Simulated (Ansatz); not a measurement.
**Cl₂H₃NOZr: a ladder of functionals and wavefunction methods**

The task here is to estimate one member of a computed series from the others.

Program: Ansatz 0.2.0, Gaussian basis. Level of theory: functionals in def2-TZVPP, the program's frozen cores in correlated methods. These are calculated values, not measurements.

Plan: LDA (SPW92), PBE-D4, revPBE-D4, BLYP-D4, r2SCAN-D4, B97M-V, PBE0-D4, B3LYP-D4, r2SCANh-D4, r2SCAN0-D4, HSE06-D4, BHLYP-D4, CAM-B3LYP-D4, LC-ωPBE, ωB97X-V, ωB97M-V, B2PLYP, PBE-QIDH; CCSD(T)/def2-SVP; CCSD(T)/def2-TZVPP; MP2/def2-QZVPP; extrapolation to the limit; RPA on PBE.

1 further run of the same task is left out (for a known fault of the program).

### The geometry

All runs share one geometry, relaxed beforehand with PBE0-D4 in a triple-zeta def2 set. Zr takes the def2 core potential; no spin-orbit term is included.

SMILES `[NH2][Zr]([OH])([Cl])[Cl]`, 8 atoms, charge 0, spin multiplicity 1.

Atoms are counted from 1 here; the program's logs count them from 0.

Bond lengths: N1–Zr2 2.005 Å, N1–H6 1.012 Å, N1–H7 1.011 Å, Zr2–O3 1.895 Å, Zr2–Cl4 2.363 Å, Zr2–Cl5 2.363 Å, O3–H8 0.954 Å. Angles: Zr2–N1–H6 125.0°, Zr2–N1–H7 125.7°, H6–N1–H7 109.3°, N1–Zr2–O3 105.6°, N1–Zr2–Cl4 109.0°, N1–Zr2–Cl5 109.0°, O3–Zr2–Cl4 112.3°, O3–Zr2–Cl5 112.3°, Cl4–Zr2–Cl5 108.5°, Zr2–O3–H8 163.2°.

As a file:

```xyz
8

N    -0.96040    0.94648    0.69005
Zr    0.23133   -0.12036   -0.51962
O     1.03919   -1.42920    0.58806
Cl   -1.07607   -1.08072   -2.23743
Cl    1.82024    1.32363   -1.50607
H    -1.53694    1.72522    0.39845
H    -1.08153    0.79515    1.68203
H     1.56420   -2.16019    0.90453
```

The first run:

in.yaml reads:

```yaml
crystal:
  periodic: [false, false, false]
  atoms:
    - {symbol: N, position_ang: [-0.960405, 0.946476, 0.690050]}
    - {symbol: Zr, position_ang: [0.231330, -0.120365, -0.519619]}
    - {symbol: O, position_ang: [1.039186, -1.429202, 0.588064]}
    - {symbol: Cl, position_ang: [-1.076066, -1.080720, -2.237433]}
    - {symbol: Cl, position_ang: [1.820243, 1.323635, -1.506072]}
    - {symbol: H, position_ang: [-1.536939, 1.725217, 0.398449]}
    - {symbol: H, position_ang: [-1.081535, 0.795146, 1.682035]}
    - {symbol: H, position_ang: [1.564195, -2.160187, 0.904526]}
basis:
  gaussian: {orbitals: def2-TZVPP}
hamiltonian: {xc: lda}
output: {orbitals: {seedname: orbitals}}
```

Launch:

```sh
$ ansatz run in.yaml --threads 2 --pin off --events-out ev --progress --plain --max-ram 32768MiB --backend cpu
```

Among the steps run: LDA; PBE-D4 (GGA); revPBE-D4 (GGA); BLYP-D4 (GGA); r2SCAN-D4 (meta-GGA); B97M-V (meta-GGA); PBE0-D4 (hybrid); B3LYP-D4 (hybrid); r2SCANh-D4 (hybrid); r2SCAN0-D4 (hybrid); HSE06-D4 (hybrid); BHLYP-D4 (hybrid); CAM-B3LYP-D4 (range-separated); LC-ωPBE (range-separated); ωB97X-V (range-separated); ωB97M-V (range-separated); B2PLYP (double hybrid); PBE-QIDH (double hybrid).

One table of the session follows, with a row left open; its other results are not shown here.

It belongs to the step «Orbital energies across the functionals». 

```
  functional  HOMO (eV)  gap (eV)
 LDA (SPW92)      -6.78      4.36
      PBE-D4      -6.59      4.39
   revPBE-D4      -6.52      4.41
     BLYP-D4      -6.44      4.38
   r2SCAN-D4      -6.90      4.87
      B97M-V      -6.93      4.97
     PBE0-D4      -7.97      6.63
    B3LYP-D4      -7.71      6.15
  r2SCANh-D4          ?         ?
  r2SCAN0-D4      -8.18      6.96
    HSE06-D4      -7.56      5.84
    BHLYP-D4      -9.23      8.91
CAM-B3LYP-D4      -9.36      9.15
     LC-ωPBE     -10.78     11.74
     ωB97X-V     -10.39     11.25
     ωB97M-V     -10.26     10.83
```

Q: Estimate the row for r2SCANh-D4 from the others.

Worked estimate for «HOMO (eV)». Against the share of exact exchange, r2SCAN-D4 (0, -6.90), r2SCAN0-D4 (0.25, -8.18) give a slope of -5.12 per unit share; at 0.1 the line stands at -7.41.

**Answer.** HOMO (eV): -7.41; gap (eV): 5.71. In «HOMO (eV)» the line misses by 0.00.
